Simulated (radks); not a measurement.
# Nuclear size and the levels of W²²⁺

The task here is to estimate one member of a computed series from the others.

Method: Dirac Kohn-Sham, PBE, spin-unpolarised, spherical densities, finite nucleus; open shells are shared between the two j in proportion to 2j + 1. Code: radks (a radial shooting solver on a logarithmic mesh, Libxc functionals) version 1.

### The atom as given

* element: tungsten (Z = 74)
* charge: +22
* electrons: 52
* configuration: [Kr] 4d10 4f6
* nuclear rms radius: 5.3658 fm

Outer shells as boxes (Hund's rule):

W²²⁺
```
[Kr] core
4d [↑↓][↑↓][↑↓][↑↓][↑↓]
4f [↑ ][↑ ][↑ ][↑ ][↑ ][↑ ][  ]
```

The first run:

Input:

```text
Z 74
configuration [Kr] 4d10 4f6 5s0 5p0
relativity Dirac
functional pbe,pbe
spin unpolarised
j_filling average
nucleus finite rms 5.3658 fm
c 137.035999084
```

Steps of the session up to this table: rms radius 5.3658 fm.

One table of the session follows, with a row left open; its other results are not shown here.

Radial moments (bohr):

```
level     <r>  outermost maximum (interpolated)  90 % within  nodes
4p3/2       ?                                 ?            ?      ?
4d3/2  0.4692                             0.433        0.692      1
4d5/2  0.4777                             0.441        0.704      1
4f5/2  0.4728                             0.388        0.727      0
4f7/2  0.4765                             0.391        0.732      0
5s1/2  0.8435                             0.832         1.17      4
5p1/2  0.8679                             0.855         1.21      3
5p3/2  0.9082                             0.900         1.27      3
```

Estimate the missing values for 4p3/2.

The run gave: <r>: 0.4662; outermost maximum (interpolated): 0.441; 90 % within: 0.671; nodes: 2. In the column «<r>» it is the lowest.
